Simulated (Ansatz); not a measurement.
# BeAu (P2_13): cell relaxations under several functionals

Wanted for BeAu (P2_13): cell relaxations under several functionals.

All numbers are computed with Ansatz 0.2.0, driven from Python. The levels of theory stand in the script.

## Step 1: The structure

The structure is cubic, space group P2_13 (No. 198). Conventional cell: a = 4.668 Å, b = 4.668 Å, c = 4.668 Å, α = 90.00°, β = 90.00°, γ = 90.00°. Around Be (site symmetry 3) lie 7 Au at 2.47 to 2.53 Å. Au (site symmetry 3) is surrounded by 7 Be at 2.47 to 2.53 Å.

beau.cif, read by the script:

```cif
data_BeAu
_cell_length_a 4.668000
_cell_length_b 4.668000
_cell_length_c 4.668000
_cell_angle_alpha 90.00000
_cell_angle_beta 90.00000
_cell_angle_gamma 90.00000
_symmetry_space_group_name_H-M 'P 1'
_symmetry_Int_Tables_number 1
loop_
_symmetry_equiv_pos_as_xyz
'x, y, z'
loop_
_atom_site_label
_atom_site_type_symbol
_atom_site_fract_x
_atom_site_fract_y
_atom_site_fract_z
Be1 Be    0.844000    0.844000    0.844000
Be2 Be    0.656000    0.156000    0.344000
Be3 Be    0.344000    0.656000    0.156000
Be4 Be    0.156000    0.344000    0.656000
Au5 Au    0.150000    0.150000    0.150000
Au6 Au    0.350000    0.850000    0.650000
Au7 Au    0.650000    0.350000    0.850000
Au8 Au    0.850000    0.650000    0.350000
```

## Step 2: Script

The input, lattice_beau.py:

```python
import ansatz as az
from ase.io import read
import numpy as np

def edges_and_angles(cell):
    cell = np.asarray(cell)
    a, b, c = np.linalg.norm(cell, axis=1)
    cosines = cell[1] @ cell[2] / (b * c), cell[0] @ cell[2] / (a * c), cell[0] @ cell[1] / (a * b)
    return (a, b, c, *np.degrees(np.arccos(cosines)))


def main() -> None:
    atoms = read('beau.cif')
    structure = az.Crystal.from_ase(atoms)

    calc = structure.calculation()
    calc = calc.kpoints(5, 5, 5)
    calc = calc.occupations('fermi_dirac', width=0.1)
    calc = calc.relax(cell=True)

    levels = [('r2scan', 'none'), ('pbesol', 'none'), ('lda', 'none')]
    print('level            a       b       c    alpha   beta  gamma  V/atom  steps')
    for name, dispersion in levels:
        seen = []
        run = calc.functional(name, dispersion=dispersion).session().plan()
        result = run.execute(on_event=lambda e: seen.append(e) if e['event'] == 'relax_step' else None)
        cell = result.lattice.cell_ang
        label = name if dispersion == 'none' else f'{name}+{dispersion}'
        print('{:13s} {:7.4f} {:7.4f} {:7.4f} {:6.2f} {:6.2f} {:6.2f}'.format(label, *edges_and_angles(cell)), f'{abs(np.linalg.det(cell)) / len(result.lattice.sites):7.3f} {len(seen):5d}')


if __name__ == '__main__':
    main()
```

## Step 3: The run

Launch:

```
> python lattice_beau.py
```

Standard output:

```text
level            a       b       c    alpha   beta  gamma  V/atom  steps
DeckWarning: basis.ecutwfc = 500 eV, auto-derived from the records' recommended cutoffs: set by Be (their level for a meta-GGA)
r2scan         4.6860  4.6860  4.6860  90.00  90.00  90.00  12.862     5
DeckWarning: basis.ecutwfc = 420 eV, auto-derived from the records' recommended cutoffs: set by Be (normal level)
pbesol         4.6596  4.6596  4.6596  90.00  90.00  90.00  12.646     5
lda            4.6202  4.6202  4.6202  90.00  90.00  90.00  12.328     5
```

(Warnings from the package without file and line.)

It took 88 s on 1 thread of Arm Neoverse V2, shared host; peak memory 0.64 GiB.

Lines on the test bed's own set-up are left out of the output.

## Step 4: The runs side by side

From the records of these 3 runs:

```tsv
run	functional	energy (eV/atom)	final volume (Å³/atom)	pressure (GPa)	SCF cycles in all	CPU time (s)
1	r2scan	-6628.5610	12.86	0.03	34	51
2	pbesol	-6548.9330	12.65	-0.03	25	17
3	lda	-6476.8146	12.33	0.00	27	19
```

Energies are free energies F = E - TS of the smeared occupations. Totals under unlike functionals or potentials can't be compared directly.

## Step 5: How the relaxation of run 1 went

Step by step:

```csv
step,E - E(step 1) (eV/cell),largest force component (eV/Å),pressure (GPa),volume (Å³)
1,0.0000,0.0597,2.16,101.72
2,-0.0073,0.0297,-1.53,104.00
3,-0.0131,0.0311,-0.24,103.13
4,-0.0157,0.0057,0.02,102.90
5,-0.0162,0.0057,0.03,102.90
```

Step 1 is the start. Step 5 repeats the geometry before it on a plane-wave basis chosen anew for that cell, so its energy need not be comparable with the rows above.

|  | before | after | change |
| --- | --- | --- | --- |
| a (Å) | 4.668 | 4.686 | +0.4 % |
| b (Å) | 4.668 | 4.686 | +0.4 % |
| c (Å) | 4.668 | 4.686 | +0.4 % |
| volume (Å³/atom) | 12.71 | 12.86 | +1.2 % |
| shortest distance (Å) | 2.474 | 2.503 | +1.2 % |
| space group (0.01 Å) | P2_13 | P2_13 | same |

Forces and stress were held to the start's 12 operations: a distortion of lower symmetry was not tested.

## Step 6: The relaxation of run 3, step by step

Step by step:

```csv
step,E - E(step 1) (eV/cell),largest force component (eV/Å),pressure (GPa),volume (Å³)
1,0.0000,0.0293,-4.94,101.72
2,-0.0191,0.0511,4.64,96.32
3,-0.0518,0.0323,-0.15,98.78
4,-0.0539,0.0084,0.00,98.62
5,-0.0531,0.0083,0.00,98.62
```

Step 1 is the start. Step 5 repeats the geometry before it on a plane-wave basis chosen anew for that cell, so its energy need not be comparable with the rows above.

|  | before | after | change |
| --- | --- | --- | --- |
| a (Å) | 4.668 | 4.620 | -1.0 % |
| b (Å) | 4.668 | 4.620 | -1.0 % |
| c (Å) | 4.668 | 4.620 | -1.0 % |
| volume (Å³/atom) | 12.71 | 12.33 | -3.0 % |
| shortest distance (Å) | 2.474 | 2.466 | -0.3 % |
| space group (0.01 Å) | P2_13 | P2_13 | same |

The run keeps the 12 symmetry operations of the start, so it could not have lowered the symmetry.

## Step 7: What came out

| quantity | value |
| --- | --- |
| runs compared | 3 |
| relaxed volume | 12.33 (lda) to 12.86 Å³/atom (r2scan) |

What this shows: From smallest to largest: LDA (12.33 Å³ an atom, -3.0 % against the start), PBEsol (12.65 Å³ an atom, -0.5 % against the start) and r2SCAN (12.86 Å³ an atom, +1.2 % against the start). The spread is 4.3 % in volume. In run 1, the volume grew by 1.2 % over 3 moves, and the space group stayed P2_13. In run 3, the volume shrank by 3.0 % over 3 moves, and the space group stayed P2_13. For a metal this k-point mesh is coarse: on a finer one energies can move by several to tens of meV an atom and pressures by half a GPa or more, differences at one mesh by less. Spin-orbit coupling, which matters for elements this heavy, is left out.
